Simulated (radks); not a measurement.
**Spin polarisation of the 5d shell in Ir³⁺**

Aim: the energy gained and the exchange splitting as electrons of the 5d shell of Ir³⁺ are turned from spin down to spin up.

Method: non-relativistic Kohn-Sham, PBEsol, spin-polarised, spherical densities, point nucleus. Code: radks (a radial shooting solver on a logarithmic mesh, Libxc functionals) version 1.

## (1) The atom as given

* element: iridium (Z = 77)
* charge: +3
* electrons: 74
* configuration: [Xe] 4f14 5d(up 3, down 3)

A shell typed twice in an input gives spin up, then spin down.

## (2) No moment

Input:

```text
Z 77
configuration [Xe] 4f14 5d3 5d3
relativity non-relativistic
functional pbe_sol,pbe_sol
spin polarised
nucleus point
```

## (3) moment 1 in 5d

Input:

```text
Z 77
configuration [Xe] 4f14 5d3.5 5d2.5
relativity non-relativistic
functional pbe_sol,pbe_sol
spin polarised
nucleus point
```

## (4) moment 2 in 5d

Input:

```text
Z 77
configuration [Xe] 4f14 5d4 5d2
relativity non-relativistic
functional pbe_sol,pbe_sol
spin polarised
nucleus point
```

## (5) moment 3 in 5d

Input:

```text
Z 77
configuration [Xe] 4f14 5d4.5 5d1.5
relativity non-relativistic
functional pbe_sol,pbe_sol
spin polarised
nucleus point
```

## (6) moment 4 in 5d

Input:

```text
Z 77
configuration [Xe] 4f14 5d5 5d1
relativity non-relativistic
functional pbe_sol,pbe_sol
spin polarised
nucleus point
```

What does the calculation give? Wanted: for each run, moment; E − E(0); ε(5d up); ε(5d down); splitting.

As calculated:

| moment (μB) | E − E(0) (eV) | ε(5d up) (eV) | ε(5d down) (eV) | splitting (eV) |
| --- | --- | --- | --- | --- |
| 0 | 0.000 | -37.869 | -37.869 | 0.000 |
| 1 | -0.180 | -38.212 | -37.493 | 0.719 |
| 2 | -0.720 | -38.525 | -37.081 | 1.445 |
| 3 | -1.626 | -38.810 | -36.629 | 2.181 |
| 4 | -2.904 | -39.067 | -36.134 | 2.934 |

At a moment of 4 μB the energy has fallen by 2.90 eV and the 5d levels split by 2.93 eV, 0.733 eV per μB. The Stoner form E = −I m²/4 would give I = 0.726 eV. The energy falls at every step.
